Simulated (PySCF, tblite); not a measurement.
# C₃H₁₄OSi₄: geometry, infrared bands and NMR shifts

Aim: predict the infrared bands and NMR shifts of C₃H₁₄OSi₄ (`C[SiH2][SiH]([SiH2]C)[SiH2]C=O`).

Computed with tblite 0.8.0 and PySCF 2.14.0, with density-fitted response routines of our own, on a single molecule in the gas phase. Atoms are numbered from 0 throughout.

## (1) The molecule as given

22 atoms, charge 0, multiplicity 1; geometry from: force field or distance geometry start.

Bonds of the start (Å): C0–Si1 1.86, Si1–Si2 2.27, Si2–Si3 2.29, Si3–C4 1.82, Si2–Si5 2.29, Si5–C6 1.86, C6–O7 1.22, C0–H8 1.10, C0–H9 1.08, C0–H10 1.10, Si1–H11 1.50, Si1–H12 1.46, Si2–H13 1.49, Si3–H14 1.49, Si3–H15 1.48, C4–H16 1.09, C4–H17 1.10, C4–H18 1.10, Si5–H19 1.49, Si5–H20 1.49, C6–H21 1.10.

## (2) Optimising the geometry with GFN2-xTB

Job settings and geometry (Å):

```
{"job": {"kind": "relax", "xc": "GFN2-xTB", "basis": "xTB"}, "charge": 0, "multiplicity": 1}
C      3.191900    -0.407600     0.356800
Si     1.534200    -1.173400     0.026600
Si    -0.081300    -0.052000     1.169000
Si    -0.338800     2.033800     0.256500
C     -0.755100     2.007600    -1.517400
Si    -2.036500    -1.222600     0.979500
C     -2.335900    -1.748000    -0.778600
O     -1.885600    -1.064700    -1.682100
H      3.428100    -0.403100     1.426700
H      3.975100    -0.954900    -0.150900
H      3.214800     0.628400     0.001400
H      1.545100    -2.592600     0.504200
H      1.261800    -1.185200    -1.410800
H      0.295500     0.069000     2.603900
H     -1.390500     2.770200     1.020300
H      0.932400     2.768600     0.476000
H     -1.753300     1.607800    -1.700000
H     -0.043500     1.408500    -2.105000
H     -0.741200     3.026600    -1.930900
H     -3.159000    -0.409800     1.517300
H     -1.951600    -2.416000     1.865300
H     -2.917000    -2.671300    -0.928700
```

The run is started by

```console
$ OMP_NUM_THREADS=1 python probes_run.py task.json out
```

The driver reads the jobs from task.json and runs them one after another.

**Question.** This job is followed by: GFN2-xTB harmonic vibrations, gas phase; GIAO PBE0/pcSseg-1 NMR shielding, non-relativistic, gas phase. Predict these results of the whole session: strongest single infrared mode (GFN2-xTB); zero-point energy (GFN2-xTB); 13C shifts against TMS (PBE0/pcSseg-1, means over atoms taken as alike); 1H shifts against TMS (PBE0/pcSseg-1, means over atoms taken as alike); 29Si shifts against TMS (PBE0/pcSseg-1, means over atoms taken as alike); 17O shifts against H2O (PBE0/pcSseg-1).

As calculated:

| quantity | value |
| --- | --- |
| strongest single infrared mode (GFN2-xTB) | 2180 cm⁻¹, 675 km/mol |
| zero-point energy (GFN2-xTB) | 93.1 kcal/mol |
| 13C shifts against TMS (PBE0/pcSseg-1, means over atoms taken as alike) | 258.2, -6.4 ppm |
| 1H shifts against TMS (PBE0/pcSseg-1, means over atoms taken as alike) | 12.55, 4.56, 4.23, 4.01, 2.80, 0.30 ppm |
| 29Si shifts against TMS (PBE0/pcSseg-1, means over atoms taken as alike) | -57.8, -71.4, -146.3 ppm |
| 17O shifts against H2O (PBE0/pcSseg-1) | 922.8 ppm |

The optimisation took 201 steps and gained 0.464 eV; among the close pairs (by a distance rule), Si3–C4 changed most, from 1.822 to 1.897 Å. No mode is imaginary among the 60: a minimum at this level. The strongest single mode, at 2180 cm⁻¹, is carried by H11, H15, H19. GFN2-xTB is a fitted tight-binding method: band positions and strengths are rough. Its intensities can rank the bands wrongly. At PBE0/pcSseg-1: The widest tensor belongs to O7: span 1989 ppm, with a paramagnetic part of -994 ppm.
